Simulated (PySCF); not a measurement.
# SmCl2: other functionals and bases at one geometry

One table from this session's results is given with a row withheld; the runs are named, their logs left out.

Method: several levels, as the steps say, no spin–orbit coupling; program: PySCF 2.14.0.

1 further run of the same task is left out (for a known fault of the program).

**The starting structure**

3 atoms, charge 0, spin multiplicity 1.

Bond lengths: Sm1–Cl2 2.630 Å, Sm1–Cl3 2.630 Å. Angles: Cl2–Sm1–Cl3 136.0°.

As a file:

```xyz
3
charge 0, multiplicity 1
Sm    0.0000    0.0000   -0.2535
Cl    2.4392    0.0000    0.7310
Cl   -2.4392    0.0000    0.7310
```

Formal oxidation states: Sm +2. Each metal's 6 4f electrons lie in its core potential, so multiplicities, spins and levels count the valence alone. An earlier session relaxed this geometry at PBE0, Sm lcecp-0-SVP with ECP52, Cl def2-SVP (singlet, point group C2v).

At PBE0 on the finer grid: E = -948.825643 Eh, frontier levels not given, since the 4f levels lie in the core, Mulliken charge on Sm1 +0.84 e, largest force component 0.003 eV/Å. 

Levels to run: CAM-B3LYP; revPBE; PBE0, TZVP. Hardware: 2 threads of AMD EPYC 9R45 (Zen 5), shared host.

Set-up of the first run:

File run.py (the lines that set the calculation):

```python
mol = gto.M(atom='''
Sm     0.00000     0.00000    -0.25346
Cl     2.43922     0.00000     0.73100
Cl    -2.43922     0.00000     0.73100''',
    basis={'Sm': 'lcecp-0-SVP', 'Cl': 'def2-SVP'},
    ecp={'Sm': 'lcecp-0-SVP'},
    charge=0, spin=0)
mf = dft.RKS(mol, xc='CAMB3LYP')
mf.grids.atom_grid = (75, 302)  # f atoms: unpruned, at least (60, 302)
mf = mf.density_fit()  # fitting sets: Sm AutoAux, Cl def2-universal-JKFIT
mf.conv_tol = 1e-08; mf.max_cycle = 55
mf.kernel(dm0)  # dm0: the density of the relaxed state
```

Launch:

```
$ OMP_NUM_THREADS=2 python run.py
```

Among the steps run: CAM-B3LYP; revPBE; PBE0, TZVP.

One table of the session follows, with a row left open; its other results are not shown here.

```
              level  charge on Sm1 (e)  dipole (D)  largest force component (eV/Å)
PBE0 (relaxed here)               0.84        5.83                            0.00
          CAM-B3LYP                  ?           ?                               ?
             revPBE               0.74        5.54                            0.17
         PBE0, TZVP               1.19        6.00                            0.03
```

Estimate the missing values for CAM-B3LYP.

The run gave: charge on Sm1 (e): 0.82; dipole (D): 5.88; largest force component (eV/Å): 0.05. In the column «charge on Sm1 (e)» it lies between revPBE (0.74) and PBE0 (relaxed here) (0.84).

The largest leftover force, 0.17 eV/Å with revPBE, stands at a geometry relaxed at another level. With 4f in the core, its levels are missing from HOMO and gap, and its count is fixed, so no charge can pass from the ligands into it. Total energies of different levels can't be compared.
